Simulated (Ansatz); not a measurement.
# Bi: response to strain

Bi is deformed so: equal xy, yz and zx engineering shear strains of -1 %. What stress and forces result, by LAPW, PAW and all-electron datasets made for the crystal?

Computed with Ansatz 0.2.0 (DFT PBEsol, scalar-relativistic, unless a step's input says otherwise).

## (1) The starting structure

Symmetry: R-3m, No. 166, trigonal system. Conventional cell: a = 4.546 Å, b = 4.546 Å, c = 11.862 Å, α = 90.00°, β = 90.00°, γ = 120.00°. Bi (site symmetry 3m) is surrounded by 6 Bi at 3.07 to 3.53 Å.

Coordinates:

```cif
data_structure
_symmetry_space_group_name_H-M 'P 1'
_symmetry_Int_Tables_number 1
_cell_length_a 4.7458
_cell_length_b 4.7458
_cell_length_c 4.7458
_cell_angle_alpha 57.233
_cell_angle_beta 57.233
_cell_angle_gamma 57.233
_cell_volume 70.77
loop_
_atom_site_label
_atom_site_type_symbol
_atom_site_fract_x
_atom_site_fract_y
_atom_site_fract_z
_atom_site_occupancy
Bi1 Bi 0.23389 0.23389 0.23389 1
Bi2 Bi 0.76611 0.76611 0.76611 1
```

Atoms are numbered in the order of the input: Bi1, Bi2.

## (2) The deformed structure

Space group R-3m before, P-1 after.

## (3) Full-potential LAPW

Input file input.yaml:

```yaml
crystal:
  lattice:
    - [2.2466680935, 1.2811819778, 3.9360734167]
    - [-2.2993312633, 1.3039119746, 3.9588034135]
    - [-0.0066468302, -2.6444039523, 3.9671231698]
  atoms:
    - { symbol: Bi, position: [0.23389, 0.23389, 0.23389] }
    - { symbol: Bi, position: [0.76611, 0.76611, 0.76611] }
kpoints:
  mp_grid: { grid: [10, 10, 10] }
  band_path:
    path:
      - [0.0, 0.0, 0.0]
      - [0.0, 0.0, -0.5]
      - [0.5, 0.5, 0.5]
      - [0.0, 0.0, 0.0]
      - [0.0, -0.5, 0.0]
      - [0.5, 0.0, 0.0]
      - [0.0, 0.0, 0.0]
      - [0.5, 0.0, 0.5]
      - [0.0, -0.5, -0.5]
    npoints: 5
scf:
  occupations: { method: fermi_dirac, width: 0.03 }
hamiltonian:
  xc: pbesol
  pseudopotentials: { kind: all_electron, lapw: { basis_error: 0.0005 } }
output:
  forces: true
  stress: true
  eigenvalues: true
```

Started as:

```sh
ansatz run input.yaml --threads 1 --pin off --max-ram 3072MiB --backend cpu --events-out ev --progress --plain --runs-dir out
```

## (4) PAW on the default files

Input file input.yaml:

```yaml
crystal:
  lattice:
    - [2.2466680935, 1.2811819778, 3.9360734167]
    - [-2.2993312633, 1.3039119746, 3.9588034135]
    - [-0.0066468302, -2.6444039523, 3.9671231698]
  atoms:
    - { symbol: Bi, position: [0.23389, 0.23389, 0.23389] }
    - { symbol: Bi, position: [0.76611, 0.76611, 0.76611] }
kpoints:
  mp_grid: { grid: [10, 10, 10] }
scf:
  occupations: { method: fermi_dirac, width: 0.03 }
hamiltonian:
  xc: pbesol
  pseudopotentials: { kind: paw }
output:
  forces: true
  stress: true
  eigenvalues: true
  efg: { contact_densities: true }
```

## (5) All-electron PAW on datasets made for the crystal

Changes to input.yaml since step 4:

```diff
@@ -14,3 +14,3 @@
   xc: pbesol
-  pseudopotentials: { kind: paw }
+  pseudopotentials: { kind: all_electron, datasets: crystal }
 output:
```

(Steps that only read results are left out.)

Q: Predict the outcome of this session. Wanted: pressure; largest shear or deviatoric stress.

**Answer**, as computed:

| quantity | value |
| --- | --- |
| pressure | LAPW -0.62, PAW -0.64, crystal datasets -0.62 GPa |
| largest shear or deviatoric stress (LAPW) | 0.45 GPa |

The largest part of the stress beyond the pressure is 0.45 GPa in size, in the yz component; the atoms are carried along and not relaxed. No run of the undeformed cell stands beside it, so the pressure holds what the given cell had before the change. PAW: stress within 0.02 GPa of LAPW, forces within 1 meV/Å. Crystal datasets: stress within 0.01 GPa of LAPW, forces within 1 meV/Å. Spin-orbit coupling is left out, though the cell holds Bi; in elements this heavy it can shift bands and gaps by tenths of an eV.
